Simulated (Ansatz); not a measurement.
# triplet SiHCl3: levels of theory compared

Aim: a comparison of 6 runs (UHF/STO-3G, UB2PLYP/STO-3G, UB3LYP/STO-3G, UCCSDT(Q)/STO-3G, UCCSD/STO-3G, FCI/STO-3G) of triplet SiHCl3. 

The calculation is run with Ansatz 0.2.0.

56 further runs of the same task are left out: 10 that didn't finish, 46 set aside as unsound or not needed.

## 1. The structure to begin with

SiHCl3 has 5 atoms, charge 0, and is taken as a triplet. SMILES of the parent species: `Cl[SiH](Cl)Cl`. Geometry: relaxed at PBE0-D4/def2-TZVP. That shape belongs to the parent species and isn't relaxed for this state.

Bond lengths: Cl1–Si2 2.030 Å, Si2–Cl3 2.030 Å, Si2–Cl4 2.030 Å, Si2–H5 1.469 Å. Angles: Cl1–Si2–Cl3 109.5°, Cl1–Si2–Cl4 109.5°, Cl3–Si2–Cl4 109.5°, Cl1–Si2–H5 109.5°, Cl3–Si2–H5 109.4°, Cl4–Si2–H5 109.4°.

## 2. A single-point energy at UHF/STO-3G (run 1)

input.yaml

```yaml
crystal:
  periodic: [false, false, false]
  atoms:
    - {symbol: Cl, position_ang: [1.690930, -0.571430, 0.891880]}
    - {symbol: Si, position_ang: [-0.081300, -0.012690, 0.075440]}
    - {symbol: Cl, position_ang: [0.017700, 1.933700, -0.491290]}
    - {symbol: Cl, position_ang: [-0.476020, -1.170520, -1.544190]}
    - {symbol: H, position_ang: [-1.151310, -0.179060, 1.068150]}
basis:
  gaussian:
    orbitals: STO-3G
magnetization:
  spin_polarized: true
  initial_magnetization: 2
hamiltonian:
  xc: hf
accuracy: high
```

Launch:

```sh
$ ansatz run input.yaml --threads 1 --pin off --max-ram 3480MiB --events-out events.jsonl --progress --plain --runs-dir runs
```

The program printed:

```text
Warning: RAYON_NUM_THREADS=1 ignored (pool sized by the plan → 1); use --threads N
Functional definition: HF
  name "HF"
  exchange = exact_x
  correlation = 0
712 factors; integrals over basis functions are off by at most 2.0e-8 eV
mean field evaluation 1: about -44888.2659 eV, gradient 1.5e1 eV
mean field evaluation 2: about -44888.3863 eV, gradient 1.5e1 eV
mean field evaluation 4: about -44890.8865 eV, gradient 1.2e0 eV
mean field evaluation 8: about -44890.9499 eV, gradient 4.4e-2 eV
mean field evaluation 16: about -44890.9487 eV, gradient 8.7e-4 eV
mean field evaluation 32: about -44892.1129 eV, gradient 1.6e-1 eV
mean field evaluation 64: about -44891.7796 eV, gradient 1.1e0 eV
mean field evaluation 96: about -44890.8530 eV, gradient 8.5e-1 eV
mean field evaluation 128: about -44890.3657 eV, gradient 1.2e0 eV
mean field evaluation 160: about -44890.8168 eV, gradient 1.1e-2 eV
mean field evaluation 192: about -44892.1294 eV, gradient 3.6e-1 eV
mean field evaluation 224: about -44892.1137 eV, gradient 5.2e-2 eV
mean field evaluation 256: about -44892.1158 eV, gradient 4.5e-1 eV
mean field -44892.13316403 eV, -1649.7554647974 hartree, gradient 8.4e-8 eV, S^2 2.002892; 8 other end points of the search recorded, 0 dependent functions left out
reference -44892.13316403 eV, -1649.7554647974 hartree; 34, 32 occupied and 3, 5 virtual orbitals, 712 factors
Total energy: -44892.13316403 eV, -1649.7554647974 hartree
```

Run time: 3.3 s. Hardware: 1 thread of Arm Neoverse V2, shared host; peak memory 0.12 GiB.

## 3. The energy at UB2PLYP/STO-3G (run 2)

Changes to input.yaml since step 2:

```diff
@@ -11,2 +11,6 @@
     orbitals: STO-3G
+hamiltonian:
+  xc: {name: B2PLYP}
+correlation:
+  frozen_orbitals: {Cl: 5, H: 0, Si: 5}
 magnetization:
@@ -14,4 +18,2 @@
   initial_magnetization: 2
-hamiltonian:
-  xc: hf
 accuracy: high
```

Launch:

```sh
$ ansatz run input.yaml --threads 1 --pin off --max-ram 3480MiB --events-out events.jsonl --progress --plain --runs-dir runs
```

The program printed (excerpt; [...] marks lines left out):

```text
Warning: RAYON_NUM_THREADS=1 ignored (pool sized by the plan → 1); use --threads N
Functional definition: B2PLYP
  name "B2PLYP"
[...]
712 factors; integrals over basis functions are off by at most 2.0e-8 eV
[...]
mean field -44938.86773094 eV, -1651.4729284534 hartree, gradient 6.8e-8 eV, S^2 2.003018; 14 other end points of the search recorded, 0 dependent functions left out
20 core orbitals not correlated: weight in the atoms' cores, before any rotation towards them, 0.999 or more for the frozen orbitals, at most 0.001 for the correlated occupied ones
reference -44938.86775088 eV, -1651.4729291861 hartree; 14, 12 occupied and 3, 5 virtual orbitals, 712 factors
second order -1.88470971 eV of doubles, -0.00000000 eV of singles
Total energy: -44939.37662250 eV, -1651.4916298733 hartree
```

Run time: 69 s. Hardware: 1 thread of Arm Neoverse V2, shared host; peak memory 0.24 GiB.

Runs 3 to 4 aren't shown in full; the table further down has their settings and results.

## 4. A single-point energy at UCCSD/STO-3G (run 5)

in.yaml

```yaml
crystal:
  periodic: [false, false, false]
  atoms:
    - {symbol: Cl, position_ang: [1.690930, -0.571430, 0.891880]}
    - {symbol: Si, position_ang: [-0.081300, -0.012690, 0.075440]}
    - {symbol: Cl, position_ang: [0.017700, 1.933700, -0.491290]}
    - {symbol: Cl, position_ang: [-0.476020, -1.170520, -1.544190]}
    - {symbol: H, position_ang: [-1.151310, -0.179060, 1.068150]}
basis:
  gaussian:
    orbitals: STO-3G
magnetization:
  spin_polarized: true
  initial_magnetization: 2
correlation:
  method: ccsd
  frozen_orbitals: {Cl: 5, H: 0, Si: 5}
accuracy: high
scf:
  omitted_lower_state_checks: [cluster_reference, increment]
```

Launch:

```sh
$ ansatz run in.yaml --threads 1 --pin off --max-ram 3480MiB --events-out events.jsonl --progress --plain --runs-dir runs
```

The program printed:

```text
Warning: RAYON_NUM_THREADS=1 ignored (pool sized by the plan → 1); use --threads N
[... 15 lines left out ...]
20 core orbitals not correlated: weight in the atoms' cores, before any rotation towards them, 1.000 or more for the frozen orbitals, at most 0.000 for the correlated occupied ones
[... 68 lines left out ...]
Total energy: -44893.53557151 eV, -1649.8070023217 hartree
Checks for a lower state left out: cluster_reference, increment
```

Run time: 3.3 s. Hardware: 1 thread of Arm Neoverse V2, shared host; peak memory 0.13 GiB.

## 5. A single-point energy at FCI/STO-3G (run 6)

molecule.yaml

```yaml
crystal:
  periodic: [false, false, false]
  atoms:
    - {symbol: Cl, position_ang: [1.690930, -0.571430, 0.891880]}
    - {symbol: Si, position_ang: [-0.081300, -0.012690, 0.075440]}
    - {symbol: Cl, position_ang: [0.017700, 1.933700, -0.491290]}
    - {symbol: Cl, position_ang: [-0.476020, -1.170520, -1.544190]}
    - {symbol: H, position_ang: [-1.151310, -0.179060, 1.068150]}
basis:
  gaussian:
    orbitals: STO-3G
magnetization:
  spin_polarized: true
  initial_magnetization: 2
correlation:
  method: fci
  frozen_orbitals: {Cl: 5, H: 0, Si: 5}
accuracy: high
```

Launch:

```sh
$ ansatz run molecule.yaml --threads 1 --pin off --max-ram 3480MiB --events-out events.jsonl --progress --plain --runs-dir runs
```

The program printed (excerpt; [...] marks lines left out):

```text
Warning: RAYON_NUM_THREADS=1 ignored (pool sized by the plan → 1); use --threads N
[... 2 set-up lines as earlier in the session ...]
[...]
712 factors; integrals over basis functions are off by at most 2.0e-8 eV
[...]
mean field -44892.13313701 eV, -1649.7554638042 hartree, gradient 2.2e-8 eV, S^2 2.002892; 8 other end points of the search recorded, 0 dependent functions left out
determinant -44892.13313701 eV, -1649.7554638042 hartree, with singles and doubles -44893.52166624 eV, -1649.8064913123 hartree
determinant -44890.94867829 eV, -1649.7119357493 hartree, with singles and doubles -44893.37720034 eV, -1649.8011822884 hartree
determinant -44892.13313701 eV, -1649.7554638042 hartree, with singles and doubles -44893.53555723 eV, -1649.8070017970 hartree
determinant -44890.94867829 eV, -1649.7119357493 hartree, with singles and doubles -44893.36943259 eV, -1649.8008968290 hartree
20 core orbitals not correlated: weight in the atoms' cores, before any rotation towards them, 1.000 or more for the frozen orbitals, at most 0.000 for the correlated occupied ones
reference -44892.11265594 eV, -1649.7547111388 hartree; 14, 12 occupied and 3, 5 virtual orbitals, 712 factors
state -44893.69841312 eV, -1649.8129866405 hartree
Total energy: -44893.69841312 eV, -1649.8129866405 hartree
```

It took 71 s on 1 thread of Arm Neoverse V2, shared host; peak memory 1.1 GiB.

## 6. Overview of the runs

```tsv
run	level	frozen core orbitals	energy (Eh)	⟨S²⟩	wall time
1	UHF/STO-3G	–	-1649.755465	2.003	3.3 s
2	UB2PLYP/STO-3G	20	-1651.491630	2.003	69 s
3	UB3LYP/STO-3G	–	-1652.133654	2.001	32 s
4	UCCSDT(Q)/STO-3G	20	-1649.812000	2.003	15 s
5	UCCSD/STO-3G	20	-1649.807002	2.003	3.3 s
6	FCI/STO-3G	20	-1649.812987	–	71 s
```

## 7. What came out

| quantity | value |
| --- | --- |
| run 6: total energy | -1649.81299 Eh |
| run 6: correlation energy (20 core orbitals frozen) | -58.3 mEh |

Against full CI in this basis: UHF +57.5 mEh; UCCSDT(Q) +1.0 mEh; UCCSD +6.0 mEh. Totals of different functionals can't be ranked against each other. In runs 1, 2, 3, 4, 5, 6 the basis is minimal, so the values are rough. All runs together took 3.2 min, the longest 71 s.
